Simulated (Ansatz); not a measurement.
# ClH₅OSSi₂: a ladder of functionals and wavefunction methods

One table from this session's results is given with a row withheld; the runs are named, their logs left out.

The runs use Ansatz 0.2.0, Gaussian basis; functionals in def2-TZVPP, the program's frozen cores in correlated methods.

The runs, in order: PBE-D4, r2SCAN-D4, PBE0-D4, B3LYP-D4, ωB97X-V, ωB97M-V, B2PLYP; CCSD(T)/def2-TZVPP; MP2/def2-QZVPP; extrapolation to the limit.

### The relaxed structure

The geometry comes from an earlier relaxation with PBE0-D4 in a triple-zeta def2 set; it is a stationary point, not always the lowest conformer.

SMILES `O[SiH2][SiH](S)Cl`, 10 atoms, charge 0, spin multiplicity 1.

Atoms are counted from 1 here; the program's logs count them from 0.

Bond lengths: O1–Si2 1.653 Å, O1–H6 0.960 Å, Si2–Si3 2.342 Å, Si2–H7 1.490 Å, Si2–H8 1.482 Å, Si3–S4 2.127 Å, Si3–Cl5 2.080 Å, Si3–H9 1.482 Å, S4–H10 1.345 Å. Angles: Si2–O1–H6 116.5°, O1–Si2–Si3 106.8°, O1–Si2–H7 112.2°, O1–Si2–H8 106.2°, Si3–Si2–H7 109.7°, Si3–Si2–H8 112.0°, H7–Si2–H8 109.9°, Si2–Si3–S4 111.1°, Si2–Si3–Cl5 103.5°, Si2–Si3–H9 118.4°, S4–Si3–Cl5 111.9°, S4–Si3–H9 105.0°, Cl5–Si3–H9 107.0°, Si3–S4–H10 94.1°.

The first run:

The input, in.yaml:

```yaml
crystal:
  periodic: [false, false, false]
  atoms:
    - {symbol: O, position_ang: [1.153080, 0.906609, -1.344636]}
    - {symbol: Si, position_ang: [1.017649, -0.546080, -0.568509]}
    - {symbol: Si, position_ang: [-0.706695, -0.315531, 1.000156]}
    - {symbol: S, position_ang: [-2.573077, 0.027763, 0.039836]}
    - {symbol: Cl, position_ang: [-0.110698, 1.317026, 2.142276]}
    - {symbol: H, position_ang: [1.339103, 1.670188, -0.793878]}
    - {symbol: H, position_ang: [2.278116, -0.934875, 0.124701]}
    - {symbol: H, position_ang: [0.687199, -1.544584, -1.612649]}
    - {symbol: H, position_ang: [-0.958194, -1.433995, 1.939781]}
    - {symbol: H, position_ang: [-2.043585, 0.802277, -0.924079]}
basis:
  gaussian: {orbitals: def2-TZVPP}
hamiltonian: {xc: pbe, dispersion: d4}
output: {forces: true, orbitals: {seedname: orbitals}}
```

Command:

```sh
> ansatz run in.yaml --threads 4 --pin off --events-out ev --progress --plain --max-ram 10444MiB
```

Among the steps run: PBE-D4 (GGA); r2SCAN-D4 (meta-GGA); PBE0-D4 (hybrid); B3LYP-D4 (hybrid); ωB97X-V (range-separated); ωB97M-V (range-separated); B2PLYP (double hybrid); CCSD(T) in def2-TZVPP; MP2 in def2-QZVPP.

One of the session's tables, all rows but one given; the rest of the session is left out.

```
            method  atomisation energy (kJ/mol)
            PBE-D4                       3239.0
         r2SCAN-D4                       3237.7
           PBE0-D4                       3198.1
          B3LYP-D4                       3201.5
           ωB97X-V                       3253.1
           ωB97M-V                       3239.9
            B2PLYP                       3161.8
     HF/def2-TZVPP                       2335.4
    MP2/def2-TZVPP                       3176.2
   CCSD/def2-TZVPP                            ?
CCSD(T)/def2-TZVPP                       3127.4
           MP2/CBS                       3287.5
       CCSD(T)/CBS                       3238.6
```

Estimate the missing values for CCSD/def2-TZVPP.

The run gave: atomisation energy (kJ/mol): 3077.4. In the column «atomisation energy (kJ/mol)» it lies between HF/def2-TZVPP (2335.4) and CCSD(T)/def2-TZVPP (3127.4).

To keep in mind: Free atoms (1 O, 2 Si, 1 S, 1 Cl, 5 H) were run apart at each level; the atomisation energy is their sum less the molecule, without zero-point or spin-orbit terms.
